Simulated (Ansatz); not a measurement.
# C2H5FSeSi: the cost of one run

The runs use Ansatz 0.2.0, Gaussian basis; functionals in def2-TZVPP, the program's frozen cores in correlated methods.

Levels to be run: PBE-D4, r2SCAN-D4, PBE0-D4, B3LYP-D4, ωB97X-V, ωB97M-V, B2PLYP; CCSD(T)/def2-TZVPP; MP2/def2-QZVPP; extrapolation to the limit.

## Step 1: The relaxed structure

An earlier PBE0-D4 in a triple-zeta def2 set relaxation fixed the geometry.

SMILES `C=C(F)[SiH2][SeH]`, 10 atoms, charge 0, spin multiplicity 1.

Atoms are counted from 1 here; the program's logs count them from 0.

Bond lengths: C1–C2 1.325 Å, C1–H6 1.084 Å, C1–H7 1.082 Å, C2–F3 1.349 Å, C2–Si4 1.874 Å, Si4–Se5 2.273 Å, Si4–H8 1.483 Å, Si4–H9 1.482 Å, Se5–H10 1.469 Å. Angles: C2–C1–H6 121.8°, C2–C1–H7 119.6°, H6–C1–H7 118.6°, C1–C2–F3 119.5°, C1–C2–Si4 125.1°, F3–C2–Si4 115.4°, C2–Si4–Se5 112.2°, C2–Si4–H8 106.3°, C2–Si4–H9 110.6°, Se5–Si4–H8 112.3°, Se5–Si4–H9 104.3°, H8–Si4–H9 111.3°, Si4–Se5–H10 92.8°.

As a file:

```xyz
10
C2H5FSeSi
C    -1.5618    0.7910    0.3566
C    -0.3566    0.7914   -0.1930
F     0.2550    1.9658   -0.4503
Si    0.6178   -0.7405   -0.6559
Se    2.5905   -0.8766    0.4651
H    -2.0762    1.7128    0.6051
H    -2.0543   -0.1497    0.5638
H    -0.2686   -1.8964   -0.3771
H     1.0119   -0.6951   -2.0842
H     1.9255   -0.9537    1.7729
```

## Step 2: PBE-D4 (GGA)

The input, in.yaml:

```yaml
crystal:
  periodic: [false, false, false]
  atoms:
    - {symbol: C, position_ang: [-1.561812, 0.790993, 0.356571]}
    - {symbol: C, position_ang: [-0.356614, 0.791379, -0.193043]}
    - {symbol: F, position_ang: [0.254999, 1.965796, -0.450336]}
    - {symbol: Si, position_ang: [0.617791, -0.740523, -0.655915]}
    - {symbol: Se, position_ang: [2.590538, -0.876603, 0.465090]}
    - {symbol: H, position_ang: [-2.076194, 1.712792, 0.605094]}
    - {symbol: H, position_ang: [-2.054266, -0.149730, 0.563811]}
    - {symbol: H, position_ang: [-0.268566, -1.896426, -0.377067]}
    - {symbol: H, position_ang: [1.011855, -0.695102, -2.084241]}
    - {symbol: H, position_ang: [1.925468, -0.953676, 1.772936]}
basis:
  gaussian: {orbitals: def2-TZVPP}
hamiltonian: {xc: pbe, dispersion: d4}
output: {forces: true, orbitals: {seedname: orbitals}}
```

Started as:

```console
> ansatz run in.yaml --threads 4 --pin off --events-out ev --progress --plain --max-ram 10444MiB
```

What time and memory should one allow on 4 threads of Arm Neoverse V1, shared host?

About 3 s, with a peak of 0.35 GiB.
